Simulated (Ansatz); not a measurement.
# CH2F3Si (SMILES [CH2][Si](F)(F)F): levels of theory compared

Aim: a comparison of 6 runs (UHF/STO-3G, U-r2SCAN0/def2-SVP, UHSE06/def2-SVP, UPBE-QIDH/def2-SVP, UBCCD(T)/def2-SVP, UCCSD(T)/def2-SVP) of CH2F3Si. 

Program for the calculation: Ansatz 0.2.0.

64 further runs of the same task are left out: 64 set aside as unsound or not needed.

### Step 1. Starting point

CH2F3Si has 7 atoms, charge 0, and is taken as a doublet. As SMILES, `[CH2][Si](F)(F)F`. The C1–H7 distance was set to 1.409 Å, away from the relaxed value.

Bond lengths: C1–Si2 1.812 Å, Si2–F3 1.577 Å, Si2–F4 1.578 Å, Si2–F5 1.577 Å, C1–H6 1.084 Å. Angles: C1–Si2–F3 111.1°, C1–Si2–F4 112.7°, C1–Si2–F5 111.2°, F3–Si2–F4 106.8°, F3–Si2–F5 108.2°, F4–Si2–F5 106.7°, Si2–C1–H6 122.2°. A long bond or contact: C1–H7 1.409 Å.

### Step 2. A single-point energy at UHF/STO-3G (run 1)

in.yaml reads:

```yaml
crystal:
  periodic: [false, false, false]
  atoms:
    - symbol: C
      position_ang: [-0.785219, 0.344281, 0.457323]
    - symbol: Si
      position_ang: [0.349481, -0.318319, -0.789677]
    - symbol: F
      position_ang: [-0.084019, 0.121081, -2.240377]
    - symbol: F
      position_ang: [0.401981, -1.895419, -0.787277]
    - symbol: F
      position_ang: [1.823481, 0.183881, -0.542777]
    - symbol: H
      position_ang: [-1.824519, 0.558781, 0.236023]
    - symbol: H
      position_ang: [-0.380400, 0.593100, 1.784100]
basis:
  gaussian: {orbitals: STO-3G}
accuracy: high
hamiltonian: {xc: hf}
output: {orbitals: {seedname: orbitals}}
magnetization: {spin_polarized: true, initial_magnetization: 1}
```

Started as:

```sh
$ ansatz run in.yaml --threads 1 --pin off --max-ram 3480MiB --events-out events.jsonl --progress --plain --runs-dir runs
```

Log:

```text
Warning: RAYON_NUM_THREADS=1 ignored (pool sized by the plan → 1); use --threads N
Functional definition: HF
  name "HF"
  exchange = exact_x
  correlation = 0
654 factors; integrals over basis functions are off by at most 3.3e-8 eV
mean field evaluation 1: about -16820.1338 eV, gradient 2.0e1 eV
mean field evaluation 2: about -16820.2099 eV, gradient 2.0e1 eV
mean field evaluation 4: about -16823.6043 eV, gradient 1.6e0 eV
mean field evaluation 8: about -16823.6746 eV, gradient 1.1e-1 eV
mean field evaluation 16: about -16823.6712 eV, gradient 3.0e-8 eV
mean field -16823.67122176 eV, -618.2585139058 hartree, gradient 3.0e-8 eV, S^2 0.798311; 0 other end points of the search recorded, 0 dependent functions left out
reference -16823.67122176 eV, -618.2585139058 hartree; 25, 24 occupied and 6, 7 virtual orbitals, 654 factors
Total energy: -16823.67122176 eV, -618.2585139058 hartree
```

Run time: 0.32 s. Hardware: 1 thread of Arm Neoverse V2, shared host.

### Step 3. A single-point energy at U-r2SCAN0/def2-SVP (run 2)

input.yaml reads:

```yaml
crystal:
  periodic: [false, false, false]
  atoms:
    - {symbol: C, position_ang: [-0.785219, 0.344281, 0.457323]}
    - {symbol: Si, position_ang: [0.349481, -0.318319, -0.789677]}
    - {symbol: F, position_ang: [-0.084019, 0.121081, -2.240377]}
    - {symbol: F, position_ang: [0.401981, -1.895419, -0.787277]}
    - {symbol: F, position_ang: [1.823481, 0.183881, -0.542777]}
    - {symbol: H, position_ang: [-1.824519, 0.558781, 0.236023]}
    - {symbol: H, position_ang: [-0.380400, 0.593100, 1.784100]}
basis:
  gaussian:
    orbitals: def2-SVP
magnetization:
  spin_polarized: true
  initial_magnetization: 1
hamiltonian:
  xc: {name: r2SCAN0}
accuracy: high
output: {orbitals: {seedname: orbitals}}
```

Started as:

```sh
$ ansatz run input.yaml --threads 1 --pin off --max-ram 3480MiB --events-out events.jsonl --progress --plain --runs-dir runs
```

Log:

```text
Warning: RAYON_NUM_THREADS=1 ignored (pool sized by the plan → 1); use --threads N
Functional definition: r2SCAN0
  name "r2SCAN0"
  parameter a = 0.25
  parameter k0 = 0.174
  parameter k1 = 0.065
  parameter a1 = 4.9479
  exchange = (1 - a)*r2scan_x(k0 = k0, k1 = k1, a1 = a1) + a*exact_x
  correlation = r2scan_c
1749 factors; integrals over basis functions are off by at most 6.1e-9 eV
mean field evaluation 1: about -17080.7918 eV, gradient 3.4e1 eV
mean field evaluation 2: about -17079.9296 eV, gradient 3.9e1 eV
mean field evaluation 4: about -17084.6455 eV, gradient 9.8e-1 eV
mean field evaluation 8: about -17084.8193 eV, gradient 1.1e-1 eV
mean field evaluation 16: about -17084.8197 eV, gradient 6.7e-4 eV
mean field -17084.81970831 eV, -627.8555437735 hartree, gradient 6.8e-8 eV, S^2 0.758684; 0 other end points of the search recorded, 0 dependent functions left out
reference -17084.81970955 eV, -627.8555438191 hartree; 25, 24 occupied and 59, 60 virtual orbitals, 1749 factors
Total energy: -17084.81970955 eV, -627.8555438191 hartree
```

It took 20 s on 1 thread of Arm Neoverse V2, shared host; peak memory 0.53 GiB.

Runs 3 to 5 aren't shown in full; the table further down has their settings and results.

### Step 4. A single-point energy at UCCSD(T)/def2-SVP (run 6)

run.yaml reads:

```yaml
crystal:
  periodic: [false, false, false]
  atoms:
    - {symbol: C, position_ang: [-0.785219, 0.344281, 0.457323]}
    - {symbol: Si, position_ang: [0.349481, -0.318319, -0.789677]}
    - {symbol: F, position_ang: [-0.084019, 0.121081, -2.240377]}
    - {symbol: F, position_ang: [0.401981, -1.895419, -0.787277]}
    - {symbol: F, position_ang: [1.823481, 0.183881, -0.542777]}
    - {symbol: H, position_ang: [-1.824519, 0.558781, 0.236023]}
    - {symbol: H, position_ang: [-0.380400, 0.593100, 1.784100]}
basis:
  gaussian: {orbitals: def2-SVP}
magnetization: {spin_polarized: true, initial_magnetization: 1}
correlation: {method: ccsd_t, frozen_orbitals: {C: 1, F: 1, H: 0, Si: 5}}
accuracy: high
scf: {omitted_lower_state_checks: [cluster_reference, increment]}
```

Started as:

```sh
$ ansatz run run.yaml --threads 1 --pin off --max-ram 3480MiB --events-out events.jsonl --progress --plain --runs-dir runs
```

Log, cut to the lines that bear on the results:

```text
Warning: RAYON_NUM_THREADS=1 ignored (pool sized by the plan → 1); use --threads N
Functional definition: HF
  name "HF"
[...]
1749 factors; integrals over basis functions are off by at most 6.1e-9 eV
[...]
mean field -17035.41164046 eV, -626.0398307701 hartree, gradient 3.3e-8 eV, S^2 0.774775; 0 other end points of the search recorded, 0 dependent functions left out
9 core orbitals not correlated: weight in the atoms' cores, before any rotation towards them, 1.000 or more for the frozen orbitals, at most 0.000 for the correlated occupied ones
reference -17035.41164046 eV, -626.0398307701 hartree; 16, 15 occupied and 59, 60 virtual orbitals, 1749 factors
second order -20.52272985 eV of doubles, -0.00000000 eV of singles
cycle   1  -20.71092097 eV  change   -1.9e-1 eV  update   9.8e-2
[...]
cycle  23  -21.26863352 eV  change   -1.4e-9 eV  update   1.4e-9
perturbative correction -0.35785621 eV, -0.0131509732 hartree
Total energy: -17057.03813019 eV, -626.8345896089 hartree
Checks for a lower state left out: cluster_reference, increment
```

Run time: 63 s. Hardware: 1 thread of Arm Neoverse V2, shared host; peak memory 0.93 GiB.

### Step 5. Overview of the runs

```tsv
run	level	frozen core orbitals	energy (Eh)	HOMO energy (eV)	LUMO energy (eV)	⟨S²⟩	wall time
1	UHF/STO-3G	–	-618.258514	-10.03	7.65	0.798	0.32 s
2	U-r2SCAN0/def2-SVP	–	-627.855544	-8.58	-2.64	0.759	20 s
3	UHSE06/def2-SVP	–	-627.595782	-7.74	-3.44	0.756	11 s
4	UPBE-QIDH/def2-SVP	9	-627.403372	-10.68	-0.57	0.762	12 s
5	UBCCD(T)/def2-SVP	9	-626.834941	–	–	0.775	83 s
6	UCCSD(T)/def2-SVP	9	-626.834590	–	–	0.775	63 s
```

### Step 6. Summary of results

| quantity | value |
| --- | --- |
| run 6: total energy | -626.83459 Eh |
| run 6: correlation energy (9 core orbitals frozen) | -794.8 mEh |
| run 6: (T) correction | -13.15 mEh |
| run 6: ⟨S²⟩ of the reference determinant | 0.775 |
| run 6: T1 diagnostic | 0.013 |

Totals of different functionals can't be ranked against each other. In run 1 the basis is minimal, so the values are rough. All runs together took 3.2 min, the longest 83 s.
